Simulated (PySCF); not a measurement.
# C₅H₄FN: NMR shifts in gas and solvents, part 2 of 2

PySCF 2.14.0. Atoms count from 0. Earlier steps stand in the parts before.

## (6) NMR shieldings: B97-2/pcSseg-2

Job settings and geometry (Å):

```
{"job": {"kind": "nmr", "xc": "B97-2", "basis": "pcSseg-2", "pop": false}, "charge": 0, "multiplicity": 1}
F     -0.018802     2.120719     0.404167
C      0.078920     0.818556     0.141445
C     -1.059092     0.092929    -0.145214
C     -0.892248    -1.258139    -0.410387
N      0.281826    -1.879510    -0.403284
C      1.353969    -1.147529    -0.122736
C      1.317042     0.210096     0.159037
H     -2.032547     0.565317    -0.159992
H     -1.758946    -1.870842    -0.641084
H      2.306110    -1.670279    -0.120809
H      2.212509     0.774666     0.383426
```

Level: GIAO B97-2/pcSseg-2 NMR shielding, non-relativistic, gas phase.

Log:

```text
coarse grid: 10064 points
cycle   1  E = -347.4806673658  dE =  1.259e+00  |g| = 5.450e-01  |ddm| = 2.668e+00
cycle   2  E = -347.4292714961  dE =  5.140e-02  |g| = 7.684e-01  |ddm| = 1.118e+00
cycle   3  E = -347.5323440441  dE = -1.031e-01  |g| = 1.270e-01  |ddm| = 6.646e-01
cycle   4  E = -347.5355530387  dE = -3.209e-03  |g| = 5.496e-02  |ddm| = 1.310e-01
cycle   5  E = -347.5362774721  dE = -7.244e-04  |g| = 1.345e-02  |ddm| = 5.687e-02
cycle   6  E = -347.5363142022  dE = -3.673e-05  |g| = 4.576e-03  |ddm| = 1.452e-02
cycle   7  E = -347.5363182959  dE = -4.094e-06  |g| = 9.072e-04  |ddm| = 3.532e-03
final grid: 100128 points
cycle   8  E = -347.5342919782  dE = -1.090e-04  |g| = 4.885e-03  |ddm| = 7.215e-02
cycle   9  E = -347.5342897626  dE =  2.216e-06  |g| = 6.218e-03  |ddm| = 7.635e-03
cycle  10  E = -347.5342952152  dE = -5.453e-06  |g| = 6.921e-04  |ddm| = 4.477e-03
cycle  11  E = -347.5342952813  dE = -6.608e-08  |g| = 3.365e-04  |ddm| = 7.543e-04
cycle  12  E = -347.5342953083  dE = -2.698e-08  |g| = 6.794e-05  |ddm| = 3.082e-04
cycle  13  E = -347.5342953093  dE = -1.061e-09  |g| = 2.158e-05  |ddm| = 5.897e-05
cycle  14  E = -347.5342953095  dE = -1.144e-10  |g| = 6.524e-06  |ddm| = 1.964e-05
converged SCF energy = -347.5342953095

GIAO shielding tensors (ppm)
atom      isotropic    diamagn.    paramagn.     s11        s22        s33       span
  0 F      282.100     468.302    -186.202    200.186    277.812    368.302    168.117
  1 C        6.353     250.920    -244.567    -85.105     16.996     87.166    172.271
  2 C       69.036     259.111    -190.075    -22.679     64.483    165.303    187.982
  3 C       24.789     252.539    -227.750    -84.146     18.820    139.694    223.840
  4 N      -80.728     320.369    -401.097   -378.018   -164.450    300.283    678.301
  5 C       24.792     252.190    -227.398    -84.149     18.830    139.694    223.843
  6 C       69.035     258.844    -189.809    -22.685     64.493    165.298    187.983
  7 H       24.527      32.339      -7.811     22.004     23.448     28.131      6.127
  8 H       22.751      30.104      -7.353     19.147     22.040     27.065      7.919
  9 H       22.750      29.623      -6.874     19.146     22.039     27.064      7.918
 10 H       24.528      31.845      -7.316     22.004     23.448     28.133      6.129
```

Wall time 26 s (1 thread of Intel Xeon 6975P-C, shared host); peak memory 1.4 GiB.

This run: δ C1 179.0, C3 160.6, C2 116.3, F0 -106.1, H8 8.89, H7 7.11 ppm (means over like atoms).

## (7) NMR shieldings: WP04/pcSseg-2 in chloroform

Settings changed since step 6:

```diff
@@ -1,2 +1,2 @@
-{"job": {"kind": "nmr", "xc": "B97-2", "basis": "pcSseg-2", "pop": false}, "charge": 0, "multiplicity": 1}
+{"job": {"kind": "nmr", "xc": "WP04", "basis": "pcSseg-2", "pop": false, "solvent": "chloroform"}, "charge": 0, "multiplicity": 1}
 F     -0.018802     2.120719     0.404167
```

With the program's defaults for keys left out, this is: GIAO WP04/pcSseg-2 NMR shielding, non-relativistic, IEF-PCM chloroform.

Log:

```text
coarse grid: 10064 points
cycle   1  E = -355.0824464336  dE =  1.159e+00  |g| = 8.470e-01  |ddm| = 2.711e+00
cycle   2  E = -354.9347460259  dE =  1.477e-01  |g| = 1.249e+00  |ddm| = 1.572e+00
cycle   3  E = -355.1970653918  dE = -2.623e-01  |g| = 2.077e-01  |ddm| = 1.006e+00
cycle   4  E = -355.2062015951  dE = -9.136e-03  |g| = 6.937e-02  |ddm| = 1.849e-01
cycle   5  E = -355.2072329085  dE = -1.031e-03  |g| = 2.479e-02  |ddm| = 6.347e-02
cycle   6  E = -355.2073686742  dE = -1.358e-04  |g| = 5.687e-03  |ddm| = 2.160e-02
cycle   7  E = -355.2073747590  dE = -6.085e-06  |g| = 1.690e-03  |ddm| = 4.054e-03
final grid: 100128 points
cycle   8  E = -355.2173224807  dE = -1.556e-04  |g| = 9.376e-03  |ddm| = 7.505e-02
cycle   9  E = -355.2173007344  dE =  2.175e-05  |g| = 1.453e-02  |ddm| = 1.651e-02
cycle  10  E = -355.2173400640  dE = -3.933e-05  |g| = 1.612e-03  |ddm| = 9.636e-03
cycle  11  E = -355.2173404905  dE = -4.264e-07  |g| = 6.208e-04  |ddm| = 1.738e-03
cycle  12  E = -355.2173405513  dE = -6.087e-08  |g| = 3.615e-04  |ddm| = 5.553e-04
cycle  13  E = -355.2173405794  dE = -2.802e-08  |g| = 5.297e-05  |ddm| = 2.545e-04
cycle  14  E = -355.2173405799  dE = -5.736e-10  |g| = 1.373e-05  |ddm| = 3.642e-05
converged SCF energy = -355.2173405799

GIAO shielding tensors (ppm)
atom      isotropic    diamagn.    paramagn.     s11        s22        s33       span
  0 F      288.315     471.719    -183.403    207.481    290.604    366.862    159.381
  1 C       -9.473     253.560    -263.032   -102.150      2.658     71.075    173.225
  2 C       54.171     257.508    -203.338    -38.740     44.869    156.383    195.124
  3 C       10.620     252.333    -241.713   -101.138      3.273    129.726    230.864
  4 N      -89.407     319.621    -409.028   -372.482   -180.986    285.248    657.730
  5 C       10.627     251.882    -241.255   -101.139      3.290    129.729    230.869
  6 C       54.172     257.172    -203.000    -38.750     44.879    156.387    195.137
  7 H       24.657      31.390      -6.732     21.930     23.681     28.361      6.431
  8 H       23.138      29.683      -6.545     19.584     22.534     27.298      7.715
  9 H       23.138      29.169      -6.031     19.583     22.533     27.297      7.714
 10 H       24.658      30.840      -6.183     21.930     23.680     28.363      6.433
```

Wall time 27 s (1 thread of Intel Xeon 6975P-C, shared host); peak memory 1.3 GiB.

In short: δ C1 184.6, C3 164.5, C2 120.9, F0 -109.4, H8 8.73, H7 7.21 ppm (means over like atoms).

## (8) Nuclear shieldings: wB97X-D/pcSseg-2 in chloroform

Settings changed since step 7:

```diff
@@ -1,2 +1,2 @@
-{"job": {"kind": "nmr", "xc": "WP04", "basis": "pcSseg-2", "pop": false, "solvent": "chloroform"}, "charge": 0, "multiplicity": 1}
+{"job": {"kind": "nmr", "xc": "wB97X-D", "basis": "pcSseg-2", "pop": false, "solvent": "chloroform"}, "charge": 0, "multiplicity": 1}
 F     -0.018802     2.120719     0.404167
```

Level: GIAO wB97X-D/pcSseg-2 NMR shielding, non-relativistic, IEF-PCM chloroform.

Log:

```text
coarse grid: 10064 points
cycle   1  E = -347.4717017391  dE =  1.537e+00  |g| = 5.642e-01  |ddm| = 2.626e+00
cycle   2  E = -347.4766196232  dE = -4.918e-03  |g| = 6.089e-01  |ddm| = 6.447e-01
cycle   3  E = -347.5349632343  dE = -5.834e-02  |g| = 5.873e-02  |ddm| = 3.315e-01
cycle   4  E = -347.5356052012  dE = -6.420e-04  |g| = 2.778e-02  |ddm| = 6.757e-02
cycle   5  E = -347.5357868581  dE = -1.817e-04  |g| = 7.052e-03  |ddm| = 3.363e-02
cycle   6  E = -347.5358007980  dE = -1.394e-05  |g| = 1.494e-03  |ddm| = 1.265e-02
cycle   7  E = -347.5358017377  dE = -9.397e-07  |g| = 9.639e-04  |ddm| = 5.039e-03
final grid: 100128 points
cycle   8  E = -347.5420499419  dE = -2.185e-04  |g| = 1.056e-02  |ddm| = 6.459e-02
cycle   9  E = -347.5420470690  dE =  2.873e-06  |g| = 1.206e-02  |ddm| = 1.438e-02
cycle  10  E = -347.5420690185  dE = -2.195e-05  |g| = 5.913e-04  |ddm| = 6.307e-03
cycle  11  E = -347.5420690924  dE = -7.390e-08  |g| = 3.488e-04  |ddm| = 9.798e-04
cycle  12  E = -347.5420691219  dE = -2.954e-08  |g| = 6.224e-05  |ddm| = 3.317e-04
cycle  13  E = -347.5420691237  dE = -1.787e-09  |g| = 3.825e-05  |ddm| = 1.038e-04
cycle  14  E = -347.5420691243  dE = -6.022e-10  |g| = 1.084e-05  |ddm| = 4.845e-05
converged SCF energy = -347.5420691243

GIAO shielding tensors (ppm)
atom      isotropic    diamagn.    paramagn.     s11        s22        s33       span
  0 F      290.377     467.808    -177.431    210.873    286.062    374.197    163.324
  1 C        1.474     250.308    -248.834    -98.324     16.438     86.309    184.634
  2 C       64.908     257.178    -192.270    -31.302     58.549    167.478    198.781
  3 C       20.285     251.321    -231.036    -93.529     11.776    142.609    236.138
  4 N      -78.097     319.759    -397.856   -362.623   -174.860    303.193    665.816
  5 C       20.294     250.934    -230.640    -93.519     11.787    142.612    236.131
  6 C       64.913     256.915    -192.003    -31.292     58.559    167.472    198.764
  7 H       24.138      31.738      -7.600     21.468     23.089     27.857      6.388
  8 H       22.605      29.815      -7.211     18.902     22.011     26.900      7.998
  9 H       22.605      29.394      -6.788     18.905     22.012     26.900      7.995
 10 H       24.139      31.310      -7.171     21.467     23.091     27.859      6.391
```

It took 36 s on 1 thread of Intel Xeon 6975P-C, shared host; peak memory 1.4 GiB.

Key values: δ C1 185.6, C3 166.8, C2 122.2, F0 -103.2, H8 9.01, H7 7.48 ppm (means over like atoms).

## (9) Comparing the runs: NMR shifts

Shifts (ppm), means over like atoms, with basis size and wall time:

| run | C1 | C3 | C2 | H8 | H7 | F0 | N4 | functions | time |
| --- | --- | --- | --- | --- | --- | --- | --- | --- | --- |
| PBE0/pcSseg-2 | 182.1 | 163.8 | 119.0 | 8.95 | 7.18 | -106.5 | 351.5 | 308 | 29 s |
| KT3/pcSseg-2 | 170.6 | 150.8 | 108.8 | 8.68 | 6.88 | -120.5 | 323.4 | 308 | 38 s |
| wB97X-D/pcSseg-2 | 184.2 | 165.6 | 120.3 | 8.95 | 7.21 | -103.0 | 351.7 | 308 | 34 s |
| B97-2/pcSseg-2 | 179.0 | 160.6 | 116.3 | 8.89 | 7.11 | -106.1 | 342.5 | 308 | 26 s |
| WP04/pcSseg-2 in chloroform | 184.6 | 164.5 | 120.9 | 8.73 | 7.21 | -109.4 | 339.4 | 308 | 27 s |
| wB97X-D/pcSseg-2 in chloroform | 185.6 | 166.8 | 122.2 | 9.01 | 7.48 | -103.2 | 342.6 | 308 | 36 s |

## (10) Results

What follows sums up all 2 parts.

| quantity | value |
| --- | --- |
| point group | C2v |
| rotational constants (main isotopes) | 6.08, 2.61, 1.82 GHz |
| 13C shifts against TMS (PBE0/pcSseg-2, means over atoms taken as alike) | 182.1, 163.8, 119.0 ppm |
| 1H shifts against TMS (PBE0/pcSseg-2, means over atoms taken as alike) | 8.95, 7.18 ppm |
| 19F shifts against CFCl3 (PBE0/pcSseg-2) | -106.5 ppm |
| 15N shifts against NH3 (PBE0/pcSseg-2) | 351.5 ppm |
| range of the shift of N4 (wB97X-D/pcSseg-2 runs) | 342.6 to 351.7 ppm |

What this shows: The optimisation took 8 steps and gained 0.106 eV; among the close pairs (by a distance rule), C3–N4 changed most, from 1.293 to 1.328 Å. At PBE0/pcSseg-2: The widest tensor belongs to N4: span 697 ppm, with a paramagnetic part of -408 ppm. NICS(1)zz of -28 ppm above the planar ring from C1 marks a diatropic (aromatic) ring current. At one level, wB97X-D/pcSseg-2: In ppm, N4 moves most: its shift spreads over 9.0 ppm, from 342.6 (wB97X-D/pcSseg-2 in chloroform) to 351.7 (wB97X-D/pcSseg-2).
